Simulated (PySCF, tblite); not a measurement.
# C₅H₅O₃ radical: geometry, infrared bands and EPR parameters

Wanted: the infrared bands and EPR parameters of C₅H₅O₃ radical (`[CH2]OC1=COC=CO1`), by calculation.

The runs use tblite 0.8.0 and PySCF 2.14.0, with density-fitted response routines of our own; the level of theory stands in each step. All values are computed, except where a source is named. Atoms are numbered from 0 throughout.

### 1 The starting structure

13 atoms, charge 0, multiplicity 2; geometry from: force field or distance geometry start.

Bonds of the start (Å): C0–O1 1.34, O1–C2 1.40, C2–C3 1.33, C3–O4 1.38, O4–C5 1.38, C5–C6 1.34, C6–O7 1.38, O7–C2 1.41, C0–H8 1.07, C0–H9 1.09, C3–H10 1.09, C5–H11 1.08, C6–H12 1.07.

### 2 Optimising the geometry with GFN2-xTB

Job settings and geometry (Å):

```
{"job": {"kind": "relax", "xc": "GFN2-xTB", "basis": "xTB"}, "charge": 0, "multiplicity": 2}
C     -2.671200     0.500400    -0.290500
O     -1.840600    -0.551400    -0.212900
C     -0.453200    -0.361600    -0.277200
C      0.353700    -1.412400    -0.201300
O      1.729800    -1.330900    -0.250800
C      2.234400    -0.058300    -0.425400
C      1.450400     1.018900    -0.516700
O      0.079800     0.929700    -0.443300
H     -2.279600     1.490600    -0.416600
H     -3.724500     0.235800    -0.213300
H      0.022300    -2.441300    -0.065600
H      3.313900    -0.053400    -0.465100
H      1.780300     2.034500    -0.631800
```

Command:

```sh
$ OMP_NUM_THREADS=1 python probes_run.py task.json out
```

One launch serves the whole session: the jobs run in the order shown.

**Question.** This job is followed by: GFN2-xTB harmonic vibrations, gas phase; UKS B3LYP, pcH-1 on C H O, non-relativistic, mean-field spin-orbit, GIAO. Predict these results of the whole session: strongest single infrared mode (GFN2-xTB); zero-point energy (GFN2-xTB); g(iso) (B3LYP); ⟨S²⟩; largest a(iso) (averaged by class); potential on the surface of density 0.002 e/bohr³, 1st and 99th percentile.

**Answer**, as computed:

| quantity | value |
| --- | --- |
| strongest single infrared mode (GFN2-xTB) | 925 cm⁻¹, 121 km/mol |
| zero-point energy (GFN2-xTB) | 54.8 kcal/mol |
| g(iso) (B3LYP) | 2.00313 |
| ⟨S²⟩ | 0.760 (exact 0.75) |
| largest a(iso) (averaged by class) | 13C on C0, 80.0 MHz |
| potential on the surface of density 0.002 e/bohr³, 1st and 99th percentile | -0.97 V and 1.32 V |

**Reading.** The optimisation took 27 steps and gained 0.214 eV; among the close pairs (by a distance rule), O1–C2 changed most, from 1.402 to 1.322 Å. No mode is imaginary among the 33: a minimum at this level. The strongest single mode, at 925 cm⁻¹, has its largest shares on O7, C3, O4 and H10 (the list is cut at 4 atoms). Unscaled tight-binding wavenumbers are off by several per cent, some by more. Its intensities can rank the bands wrongly. C0 carries the largest spin population, 0.92 e. The isotropic g lies 0.8 ppt above the free-electron value. The conformer search found further structures of the same energy, which may be mirror or relabelled copies of this one.
